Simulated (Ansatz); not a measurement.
GaF:

```
CELL_PARAMETERS angstrom
3.16592 0.00000 0.00000
0.00000 3.16592 0.00000
0.00000 0.00000 3.16592
ATOMIC_POSITIONS crystal
Ga 0.00000 0.00000 0.00000
F 0.50000 0.50000 0.50000
```

The cell was built by a generator and needn't be a form met in nature.

Base run:

* Program: Ansatz 0.2.0
* Functional: BLYP
* Potentials or basis: Ansatz PAW
* Cutoff: 420 eV (not typed: the program's choice for these potentials)
* k mesh: 8 × 8 × 8
* Occupations: fermi-dirac, width 0.05 eV
* Spin: no spin polarisation

Its results: band gap on the k mesh 0.77 eV, indirect (least direct gap 1.39 eV); pressure 3.3 GPa.

Task: The run is repeated on the same cell with these changes: functional from BLYP to PBE; occupations from fermi-dirac, width 0.05 eV to gaussian, width 0.011 eV. What comes out?

Result: Band gap on the k mesh 0.34 eV, indirect (least direct gap 1.13 eV); pressure 0.1 GPa.

Caveats: the PAW data sets come from PBE, with cores solved anew for the run's functional, which leaves a small shift of forces and pressure (some runs).
